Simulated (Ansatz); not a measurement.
# AsH₃OSi: up Jacob's ladder to CCSD(T)

The task here is to estimate one member of a computed series from the others.

The runs use Ansatz 0.2.0, Gaussian basis; functionals in def2-TZVPP, the program's frozen cores in correlated methods.

Levels to be run: LDA (SPW92), PBE-D4, revPBE-D4, BLYP-D4, r2SCAN-D4, B97M-V, PBE0-D4, B3LYP-D4, r2SCANh-D4, r2SCAN0-D4, HSE06-D4, BHLYP-D4, CAM-B3LYP-D4, LC-ωPBE, ωB97X-V, ωB97M-V, B2PLYP, PBE-QIDH; CCSD(T)/def2-SVP; CCSD(T)/def2-TZVPP; MP2/def2-QZVPP; extrapolation to the limit; RPA on PBE.

## The relaxed structure

The geometry comes from an earlier relaxation with PBE0-D4 in a triple-zeta def2 set; it is a stationary point.

SMILES `O1[SiH2][AsH]1`, 6 atoms, charge 0, spin multiplicity 1.

Atoms are counted from 1 here; the program's logs count them from 0.

Bond lengths: O1–Si2 1.651 Å, O1–As3 1.902 Å, Si2–As3 2.269 Å, Si2–H4 1.481 Å, Si2–H5 1.481 Å, As3–H6 1.536 Å. Angles: Si2–O1–As3 79.0°, O1–Si2–As3 55.4°, O1–Si2–H4 116.3°, O1–Si2–H5 116.2°, As3–Si2–H4 121.2°, As3–Si2–H5 122.5°, H4–Si2–H5 112.5°, O1–As3–Si2 45.6°, O1–As3–H6 95.3°, Si2–As3–H6 92.7°.

Coordinates:

```xyz
6
AsH3OSi
O     0.7401   -1.0696    0.1156
Si   -0.2629   -0.0233   -0.6755
As   -0.2304   -0.3264    1.5727
H    -1.3156   -0.6354   -1.5178
H     0.3874    1.1336   -1.3325
H     0.7236    0.8569    1.7912
```

The first run:

Contents of in.yaml:

```yaml
crystal:
  periodic: [false, false, false]
  atoms:
    - {symbol: O, position_ang: [0.740052, -1.069589, 0.115594]}
    - {symbol: Si, position_ang: [-0.262924, -0.023261, -0.675519]}
    - {symbol: As, position_ang: [-0.230427, -0.326423, 1.572703]}
    - {symbol: H, position_ang: [-1.315636, -0.635366, -1.517811]}
    - {symbol: H, position_ang: [0.387428, 1.133595, -1.332506]}
    - {symbol: H, position_ang: [0.723607, 0.856943, 1.791239]}
basis:
  gaussian: {orbitals: def2-TZVPP}
hamiltonian: {xc: lda}
output: {orbitals: {seedname: orbitals}}
```

Launch:

```console
$ ansatz run in.yaml --threads 2 --pin off --events-out ev --progress --plain --max-ram 4352MiB
```

Among the steps run: LDA; PBE-D4 (GGA); revPBE-D4 (GGA); BLYP-D4 (GGA); r2SCAN-D4 (meta-GGA); B97M-V (meta-GGA); B3LYP-D4 (hybrid); r2SCANh-D4 (hybrid); r2SCAN0-D4 (hybrid); HSE06-D4 (hybrid); BHLYP-D4 (hybrid); CAM-B3LYP-D4 (range-separated); LC-ωPBE (range-separated); ωB97X-V (range-separated); ωB97M-V (range-separated); B2PLYP (double hybrid); PBE-QIDH (double hybrid).

One of the session's tables, all rows but one given; the rest of the session is left out.

It belongs to the step «Frontier levels by functional». 

| functional | HOMO (eV) | gap (eV) |
| --- | --- | --- |
| LDA (SPW92) | -6.27 | 3.88 |
| PBE-D4 | -6.11 | 3.94 |
| revPBE-D4 | -6.05 | 3.97 |
| BLYP-D4 | -5.94 | 3.89 |
| r2SCAN-D4 | -6.35 | 4.35 |
| B97M-V | -6.38 | 4.42 |
| PBE0-D4 | -7.16 | 5.89 |
| B3LYP-D4 | -6.94 | 5.45 |
| r2SCANh-D4 | -6.74 | 5.07 |
| r2SCAN0-D4 | -7.32 | 6.14 |
| HSE06-D4 | -6.77 | 5.12 |
| BHLYP-D4 | -8.06 | 7.76 |
| CAM-B3LYP-D4 | ? | ? |
| LC-ωPBE | -9.65 | 10.59 |
| ωB97X-V | -9.32 | 10.18 |
| ωB97M-V | -9.17 | 9.87 |

Estimate the missing values for CAM-B3LYP-D4.

As computed: HOMO (eV): -8.37; gap (eV): 8.18. In the column «HOMO (eV)» it lies between ωB97M-V (-9.17) and BHLYP-D4 (-8.06).
